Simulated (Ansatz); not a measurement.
Geometry optimisation, DFT PBE, scalar-relativistic, plane waves, PAW in Ansatz.

Input file:

```yaml
crystal:
  lattice:
    - [-4.1797, -4.1797, 0.0]
    - [4.1797, -4.1797, 0.0]
    - [0.0, 0.0, 5.3338]
  atoms:
    - { symbol: Si, position: [0.5035741, 0.4932721, -0.0054781] }
    - { symbol: Si, position: [-0.0011984, 0.4958777, 0.2503069] }
    - { symbol: O, position: [0.1969272, 0.5014293, -0.0010066] }
    - { symbol: O, position: [-0.0033479, 0.1921264, 0.2453912] }
    - { symbol: O, position: [0.7976044, 0.5024596, -0.0037634] }
    - { symbol: O, position: [-0.0004441, 0.8071991, 0.2501545] }
    - { symbol: Si, position: [0.5007356, 0.4953902, 0.5050811] }
    - { symbol: Si, position: [-0.0038156, 0.4991628, 0.755506] }
    - { symbol: O, position: [0.2016834, 0.4982155, 0.4936303] }
    - { symbol: O, position: [-0.000197, 0.1970715, 0.7481119] }
    - { symbol: O, position: [0.797779, 0.4940993, 0.5004201] }
    - { symbol: O, position: [0.0039521, 0.7993198, 0.7501432] }
    - { symbol: Si, position: [-0.0011137, -0.0040581, -1.35e-05] }
    - { symbol: Si, position: [0.5042912, 0.0036403, 0.2552269] }
    - { symbol: F, position: [0.7012082, -0.0026707, 0.0050906] }
    - { symbol: O, position: [0.4975327, 0.6944636, 0.2465935] }
    - { symbol: O, position: [0.5007306, 0.2984721, 0.2498479] }
    - { symbol: Si, position: [-0.0023805, -0.0043024, 0.4835466] }
    - { symbol: Si, position: [0.4942753, -0.000364, 0.743881] }
    - { symbol: O, position: [0.6916469, 0.0030742, 0.4905622] }
    - { symbol: O, position: [0.4954059, 0.6931283, 0.7610688] }
    - { symbol: O, position: [0.3065463, 0.002817, 0.5022711] }
    - { symbol: O, position: [0.5066176, 0.315135, 0.7507486] }
total_charge: 1
basis:
  ecutwfc: 420.0
kpoints:
  mp_grid: { grid: [2, 2, 2] }
hamiltonian:
  xc: pbe
  pseudopotentials: { kind: paw, azcp: { folder: soft_1 } }
scf:
  occupations: { method: gaussian, width: 0.05 }
  lower_state_search: "off"
relax:
  f_tol: 0.03
  max_steps: 60
  adjacent_minimum: "off"
```

Run as:

```bash
$ ansatz run input.yaml --threads 1 --pin off --max-ram 3072MiB --backend cpu --events-out ev --progress --plain --runs-dir out
```

Task: Where does it end, and by what steps?

Result: The forces met the threshold. Limits of this set-up: coarse k mesh, no spin, though dangling bonds at a vacancy may carry it, a small cell, in which the defect meets its images, charged cell in a uniform background, uncorrected. After 8 steps the energy has fallen by 2.060 eV; Si13 moved furthest, 0.50 Å. Parted: Si13–F15 (1.76 → 2.40 Å).

```json
{"step": "0", "energy less start (eV)": "0.0000", "largest force component (eV/Å)": "3.896", "accepted": "yes"}
{"step": "1", "energy less start (eV)": "-1.0899", "largest force component (eV/Å)": "2.475", "accepted": "yes"}
{"step": "2", "energy less start (eV)": "-1.6627", "largest force component (eV/Å)": "1.433", "accepted": "yes"}
{"step": "3", "energy less start (eV)": "-1.9257", "largest force component (eV/Å)": "0.940", "accepted": "yes"}
{"step": "4", "energy less start (eV)": "-1.9736", "largest force component (eV/Å)": "0.644", "accepted": "yes"}
{"step": "5", "energy less start (eV)": "-1.9567", "largest force component (eV/Å)": "1.028", "accepted": "no"}
{"step": "6", "energy less start (eV)": "-2.0453", "largest force component (eV/Å)": "0.243", "accepted": "yes"}
{"step": "7", "energy less start (eV)": "-2.0597", "largest force component (eV/Å)": "0.030", "accepted": "yes"}
{"step": "8", "energy less start (eV)": "-2.0598", "largest force component (eV/Å)": "0.004", "accepted": "yes"}
```

```xyz
23
Lattice="-4.1797 -4.1797 0.0000 4.1797 -4.1797 0.0000 0.0000 0.0000 5.3338" Properties=species:S:1:pos:R:3
Si 0.000 -4.171 -0.005
Si 2.090 -2.081 1.318
O 1.273 -2.898 -0.005
O 0.775 -0.815 1.292
O -1.268 -5.438 -0.005
O 3.356 -3.396 1.292
Si 0.016 -4.155 2.662
Si 2.090 -2.081 4.005
O 1.276 -2.894 2.662
O 0.775 -0.815 4.031
O -1.270 -5.440 2.662
O 3.356 -3.396 4.031
Si -0.350 -0.341 -0.005
Si -2.029 -2.020 1.362
F -2.835 -2.826 -0.005
O 0.844 -4.989 1.309
O -0.818 -3.326 1.309
Si 0.044 0.053 2.662
Si -2.029 -2.020 3.961
O -2.879 -2.870 2.662
O 0.844 -4.989 4.015
O -1.242 -1.232 2.662
O -0.818 -3.326 4.015
```

Whether the end is a true minimum wasn't checked by a vibrational analysis.

The run took 44 s on 1 thread of Arm Neoverse V2, with other jobs on the host, peak memory 0.45 GiB.
